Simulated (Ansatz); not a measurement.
**C₂H₇BFN: one species, many methods**

How much do the methods differ for C₂H₇BFN? The plan is to run it at one geometry with functionals of several rungs and with coupled cluster. The yardstick is the atomisation energy at the CCSD(T) limit.

The runs use Ansatz 0.2.0, Gaussian basis; functionals in def2-TZVPP, the program's frozen cores in correlated methods.

The runs, in order: PBE-D4, r2SCAN-D4, PBE0-D4, B3LYP-D4, ωB97X-V, ωB97M-V, B2PLYP; CCSD(T)/def2-TZVPP; MP2/def2-QZVPP; extrapolation to the limit.

### 1 The geometry

An earlier PBE0-D4 in a triple-zeta def2 set relaxation fixed the geometry.

SMILES `BN(C)CF`, 12 atoms, charge 0, spin multiplicity 1.

Atoms are counted from 1 here; the program's logs count them from 0.

Bond lengths: B1–N2 1.392 Å, B1–H6 1.196 Å, B1–H7 1.196 Å, N2–C3 1.452 Å, N2–C4 1.421 Å, C3–H8 1.095 Å, C3–H9 1.088 Å, C3–H10 1.092 Å, C4–F5 1.386 Å, C4–H11 1.096 Å, C4–H12 1.090 Å. Angles: N2–B1–H6 119.0°, N2–B1–H7 118.6°, H6–B1–H7 122.4°, B1–N2–C3 123.8°, B1–N2–C4 122.0°, C3–N2–C4 114.2°, N2–C3–H8 110.6°, N2–C3–H9 109.3°, N2–C3–H10 110.8°, H8–C3–H9 108.9°, H8–C3–H10 108.2°, H9–C3–H10 108.9°, N2–C4–F5 110.8°, N2–C4–H11 111.0°, N2–C4–H12 109.7°, F5–C4–H11 106.2°, F5–C4–H12 108.1°, H11–C4–H12 111.0°.

Geometry (Å):

| atom | x (Å) | y (Å) | z (Å) |
| --- | --- | --- | --- |
| B1 | -0.26135 | 1.54520 | -0.19035 |
| N2 | 0.00112 | 0.18852 | -0.02261 |
| C3 | 0.35796 | -0.41400 | 1.24958 |
| C4 | -0.08152 | -0.73275 | -1.10167 |
| F5 | -1.15358 | -1.59405 | -0.93108 |
| H6 | -0.16532 | 2.27520 | 0.75158 |
| H7 | -0.56234 | 1.94033 | -1.27816 |
| H8 | 1.33221 | -0.90948 | 1.18144 |
| H9 | 0.40850 | 0.35936 | 2.01304 |
| H10 | -0.38379 | -1.15840 | 1.54758 |
| H11 | 0.81313 | -1.36378 | -1.14973 |
| H12 | -0.22821 | -0.19116 | -2.03563 |

### 2 PBE-D4 (GGA)

in.yaml reads:

```yaml
crystal:
  periodic: [false, false, false]
  atoms:
    - {symbol: B, position_ang: [-0.261348, 1.545196, -0.190348]}
    - {symbol: N, position_ang: [0.001116, 0.188523, -0.022609]}
    - {symbol: C, position_ang: [0.357959, -0.413997, 1.249576]}
    - {symbol: C, position_ang: [-0.081518, -0.732746, -1.101668]}
    - {symbol: F, position_ang: [-1.153580, -1.594051, -0.931080]}
    - {symbol: H, position_ang: [-0.165317, 2.275201, 0.751583]}
    - {symbol: H, position_ang: [-0.562343, 1.940326, -1.278157]}
    - {symbol: H, position_ang: [1.332206, -0.909485, 1.181436]}
    - {symbol: H, position_ang: [0.408497, 0.359365, 2.013040]}
    - {symbol: H, position_ang: [-0.383794, -1.158399, 1.547581]}
    - {symbol: H, position_ang: [0.813133, -1.363776, -1.149728]}
    - {symbol: H, position_ang: [-0.228208, -0.191158, -2.035627]}
basis:
  gaussian: {orbitals: def2-TZVPP}
hamiltonian: {xc: pbe, dispersion: d4}
output: {forces: true, orbitals: {seedname: orbitals}}
```

The run is started by

```bash
> ansatz run in.yaml --threads 4 --pin off --events-out ev --progress --plain --max-ram 10444MiB
```

Further steps of the session: r2SCAN-D4 (meta-GGA); PBE0-D4 (hybrid); B3LYP-D4 (hybrid); ωB97X-V (range-separated); ωB97M-V (range-separated); B2PLYP (double hybrid); CCSD(T) in def2-TZVPP; MP2 in def2-QZVPP.

Q: Predict the results of all the runs planned. Wanted: atomisation energy, CCSD(T)/CBS; farthest; mean size of error, hybrid; mean size of error, range-separated; gap, smallest and largest; T1 diagnostic; triples share of the correlation energy.

**Answer**, as computed:

| quantity | value |
| --- | --- |
| atomisation energy, CCSD(T)/CBS | 47.219 eV |
| functionals within 0.236 eV (0.5 %) | r2SCAN-D4, B2PLYP |
| farthest | PBE-D4 (+1.229 eV) |
| mean size of error, hybrid | 0.342 eV |
| mean size of error, range-separated | 0.303 eV |
| gap, smallest and largest | 5.74 eV (PBE-D4), 12.43 eV (ωB97X-V) |
| T1 diagnostic | 0.0124 |
| triples share of the correlation energy | 3.5 % |

In words: PBE-D4 misses by +1.229 eV. Double hybrids carry the basis error of their MP2 part in triple zeta, and no dispersion term here, so their miss is partly the set-up's. The reference freezes the cores and leaves out relativity and excitations past (T), so misses under about 0.236 eV can't be ranked. Hartree-Fock recovers 74 % of the binding; the rest is correlation. The gap grows from 5.7 to 12.4 eV across the functionals, mostly with the share of exact exchange.
